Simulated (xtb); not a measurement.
**GaB2SiH7O (SMILES BB[O][GaH][SiH3]): GFN2-xTB**

Aim: the vertical ionisation energy of GaB2SiH7O at GFN2-xTB, from 2 runs. 

The calculation is run with xtb 6.7.1.

18 further runs of the same task are left out: 18 set aside as unsound or not needed.

## Step 1: Starting point

The species is GaB2SiH7O (12 atoms), meant as a singlet with charge 0. As SMILES, `BB[O][GaH][SiH3]`. The shape comes from GFN2-xTB, which is rough for such elements, and wasn't checked as a minimum. This is one conformer, not always the lowest.

Bond lengths: B1–B2 1.659 Å, B2–O3 1.348 Å, O3–Ga4 1.746 Å, Ga4–Si5 2.404 Å, B1–H6 1.172 Å, B1–H7 1.173 Å, B2–H8 1.196 Å, Ga4–H9 1.608 Å, Si5–H10 1.475 Å, Si5–H11 1.475 Å, Si5–H12 1.473 Å. Some angles: B1–B2–O3 124.5°, B2–O3–Ga4 176.0°, O3–Ga4–Si5 113.2°, B1–B2–H8 119.4°, O3–B2–H8 116.1°, B2–B1–H6 122.4°, B2–B1–H7 122.2°, O3–Ga4–H9 107.4°, Si5–Ga4–H9 139.4°, Ga4–Si5–H10 110.7°.

## Step 2: Energy and gradient at GFN2-xTB

Contents of input.xyz:

```xyz
12

B     -0.72969    -2.32905     1.58645
B      0.25785    -0.99658     1.61132
O      0.01930     0.14323     0.93235
Ga    -0.35452     1.55410    -0.02622
Si     0.58754     1.47326    -2.23683
H     -1.56599    -2.50653     2.38852
H     -0.61347    -3.17881     0.78587
H      1.26488    -1.02531     2.25556
H     -1.26524     2.52265     0.87903
H     -0.01998     0.38223    -3.02267
H      2.04174     1.23521    -2.16940
H      0.37758     2.72560    -2.98398
```

Run with:

```sh
xtb input.xyz --grad --json --gfn 2 --parallel 1 | tee input.out
```

The program printed:

```text
* xtb version 6.7.1
[...]
          :  # basis functions                  39          :
[...]
          :  # electrons                        26          :
[...]
          :  Hamiltonian                  GFN2-xTB          :
[...]
          :  net charge                          0          :
          :  unpaired electrons                  0          :
[...]
   *** convergence criteria satisfied after 13 iterations ***
[...]
         ::                     SUMMARY                     ::
         :::::::::::::::::::::::::::::::::::::::::::::::::::::
         :: total energy             -13.073109778418 Eh    ::
         :: gradient norm              0.000484173198 Eh/a0 ::
         :: HOMO-LUMO gap              2.793331697526 eV    ::
         ::.................................................::
         :: SCC energy               -13.164649741644 Eh    ::
         :: -> isotropic ES            0.081850828471 Eh    ::
         :: -> anisotropic ES          0.004630495996 Eh    ::
         :: -> anisotropic XC         -0.001179704054 Eh    ::
         :: -> dispersion             -0.006642634039 Eh    ::
         :: repulsion energy           0.091539963226 Eh    ::
         :: add. restraining           0.000000000000 Eh    ::
         :: total charge              -0.000000000000 e     ::
         :::::::::::::::::::::::::::::::::::::::::::::::::::::
[...]
        13        2.0000           -0.3525152              -9.5924 (HOMO)
        14                         -0.2498621              -6.7991 (LUMO)
[...]
     #   Z          covCN         q      C6AA      α(0)
     1   5 B        2.837     0.169    18.694     7.221
     2   5 B        2.685     0.281    17.356     6.998
     3   8 O        1.545    -0.394    20.812     6.154
     4  31 Ga       2.579     0.080   216.714    33.013
     5  14 Si       3.674     0.437    98.895    19.055
     6   1 H        0.938    -0.090     5.207     3.568
     7   1 H        0.938    -0.094     5.343     3.614
     8   1 H        0.929    -0.120     6.312     3.929
     9   1 H        0.885    -0.092     5.304     3.605
    10   1 H        0.915    -0.055     4.218     3.212
    11   1 H        0.915    -0.051     4.114     3.172
    12   1 H        0.915    -0.073     4.694     3.389
[...]
     #   Z sym  total        # sym  WBO       # sym  WBO       # sym  WBO
 ---------------------------------------------------------------------------
     1   5 B    3.037 --     2 B    1.030     6 H    0.970     7 H    0.970
     2   5 B    3.270 --     3 O    1.211     1 B    1.030     8 H    0.925
     3   8 O    2.473 --     2 B    1.211     4 Ga   1.156
     4  31 Ga   3.043 --     3 O    1.156     5 Si   0.795     9 H    0.767
     5  14 Si   3.560 --    12 H    0.855    10 H    0.843    11 H    0.840
                             4 Ga   0.795     9 H    0.181
     6   1 H    0.992 --     1 B    0.970
     7   1 H    0.991 --     1 B    0.970
     8   1 H    0.986 --     2 B    0.925
     9   1 H    0.992 --     4 Ga   0.767     5 Si   0.181
    10   1 H    0.997 --     5 Si   0.843
    11   1 H    0.997 --     5 Si   0.840
    12   1 H    0.993 --     5 Si   0.855
[...]
molecular dipole:
                 x           y           z       tot (Debye)
 q only:        0.382       0.321      -1.458
   full:        0.157       0.431      -1.076       2.974
molecular quadrupole (traceless):
[...]
          | TOTAL ENERGY              -13.073109778418 Eh   |
          | GRADIENT NORM               0.000484173198 Eh/α |
          | HOMO-LUMO GAP               2.793331697526 eV   |
           -------------------------------------------------
[...]
```

Standard error:

```text
normal termination of xtb
```

It took 0.029 s on 1 thread of Intel Xeon 6975P-C (Granite Rapids), shared host.

## Step 3: The doublet cation, same level

Contents of detailed.inp:

```
$chrg 1
$spin 1
$end
```

Contents of geom.xyz:

```xyz
12

B     -0.72969000    -2.32905000     1.58645000
B      0.25785000    -0.99658000     1.61132000
O      0.01930000     0.14323000     0.93235000
Ga    -0.35452000     1.55410000    -0.02622000
Si     0.58754000     1.47326000    -2.23683000
H     -1.56599000    -2.50653000     2.38852000
H     -0.61347000    -3.17881000     0.78587000
H      1.26488000    -1.02531000     2.25556000
H     -1.26524000     2.52265000     0.87903000
H     -0.01998000     0.38223000    -3.02267000
H      2.04174000     1.23521000    -2.16940000
H      0.37758000     2.72560000    -2.98398000
```

Run with:

```sh
xtb --input detailed.inp --grad --gfn 2 -P 1 -- geom.xyz > run.log
```

The program printed (excerpt; [...] marks lines left out):

```text
* xtb version 6.7.1
[...]
          :  # basis functions                  39          :
[...]
          :  # electrons                        25          :
[...]
          :  Hamiltonian                  GFN2-xTB          :
[...]
          :  net charge                          1          :
          :  unpaired electrons                  1          :
[...]
   *** convergence criteria satisfied after 26 iterations ***
[...]
         ::                     SUMMARY                     ::
         :::::::::::::::::::::::::::::::::::::::::::::::::::::
         :: total energy             -12.620271225175 Eh    ::
         :: gradient norm              0.061164534011 Eh/a0 ::
         :: HOMO-LUMO gap              2.766990983905 eV    ::
         ::.................................................::
         :: SCC energy               -12.711811188401 Eh    ::
         :: -> isotropic ES            0.148904284940 Eh    ::
         :: -> anisotropic ES         -0.006856622788 Eh    ::
         :: -> anisotropic XC         -0.000310853512 Eh    ::
         :: -> dispersion             -0.005405566144 Eh    ::
         :: repulsion energy           0.091539963226 Eh    ::
         :: add. restraining           0.000000000000 Eh    ::
         :: total charge               1.000000000000 e     ::
         :::::::::::::::::::::::::::::::::::::::::::::::::::::
[...]
        13        1.3366           -0.5431942             -14.7811 (HOMO)
        14                         -0.4415092             -12.0141 (LUMO)
[...]
molecular dipole:
                 x           y           z       tot (Debye)
 q only:        0.241       0.561      -1.038
   full:       -0.005       0.771      -0.544       2.398
molecular quadrupole (traceless):
[...]
          | TOTAL ENERGY              -12.620271225175 Eh   |
          | GRADIENT NORM               0.061164534011 Eh/α |
          | HOMO-LUMO GAP               2.766990983905 eV   |
           -------------------------------------------------
[...]
```

Standard error:

```text
normal termination of xtb
```

Wall time 0.029 s (1 thread of Intel Xeon 6975P-C (Granite Rapids), shared host).

## Step 4: Outcome

At GFN2-xTB:

```
                                          quantity          value
                   singlet GaB2SiH7O: total energy   -13.07311 Eh
                  singlet GaB2SiH7O: dipole moment         2.97 D
                    singlet GaB2SiH7O: HOMO energy       -9.59 eV
                    singlet GaB2SiH7O: LUMO energy       -6.80 eV
                  singlet GaB2SiH7O: HOMO–LUMO gap        2.79 eV
              singlet GaB2SiH7O: dispersion energy  -17.44 kJ/mol
       singlet GaB2SiH7O: largest force on an atom     0.012 eV/Å
 singlet GaB2SiH7O: mean polarisability (D4 model)     96.9 bohr³
                      doublet cation: total energy   -12.62027 Eh
       doublet cation: HOMO energy (partly filled)      -14.78 eV
                       doublet cation: LUMO energy      -12.01 eV
                 doublet cation: dispersion energy  -14.19 kJ/mol
          doublet cation: largest force on an atom     2.052 eV/Å
    doublet cation: mean polarisability (D4 model)     90.1 bohr³
vertical ionisation energy (to the doublet cation)      12.322 eV
```

What this shows: The vertical ionisation energy comes to 12.32 eV (1189 kJ/mol). xTB total energies overstate such differences by several eV unless an empirical shift is taken off; none is applied here.
